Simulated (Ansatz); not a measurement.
# ClGaH: the cost of one run

Program: Ansatz 0.2.0. Level of theory: UKS PBE0-D4/def2-TZVP. These are calculated values, not measurements.

## (1) Where the work starts

SMILES `[Cl][GaH]`, 3 atoms, charge 0, spin multiplicity 2.

Atoms are counted from 1 here; the program's logs count them from 0.

Bond lengths: Cl1–Ga2 2.196 Å, Ga2–H3 1.629 Å. Angles: Cl1–Ga2–H3 114.9°.

As a file:

```xyz
3

Cl    1.5479   -0.1900    0.8151
Ga   -0.3363   -0.5976   -0.2369
H    -1.2225    0.7228   -0.5915
```

## (3) Plan of the scan

First coordinate, bond length Ga2–H3: 15 values from 1.315 to 2.405 Å. Second coordinate, angle H3–Ga2–Cl1: 15 values from 90.5 to 140.5 °.

Nothing else is relaxed (all other coordinates rigid). Energies count from the relaxed molecule at the same level.

(The set-up runs are not shown.)

## (4) Grid point bond length Ga2–H3 = 2.094 Å, angle H3–Ga2–Cl1 = 126.2°

input.yaml

```yaml
crystal:
  periodic: [false, false, false]
  atoms:
    - { symbol: Cl, position_ang: [1.530973, -0.191319, 0.805881] }
    - { symbol: Ga, position_ang: [-0.331183, -0.583463, -0.232839] }
    - { symbol: H, position_ang: [-1.727538, 0.84905, -0.851658] }
magnetization:
  spin_polarized: true
  initial_magnetization: 1
basis:
  gaussian: { orbitals: def2-TZVP }
hamiltonian:
  xc: pbe0
  dispersion: d4
output:
  forces: true
```

The run is started by

```console
$ ansatz run input.yaml --threads 1 --pin off --max-ram 2560MiB --backend cpu --events-out ev --progress --plain --runs-dir out
```

What time and memory should one allow on 1 thread of Arm Neoverse N1, shared host?

About 7.5 s, with a peak of 0.17 GiB.
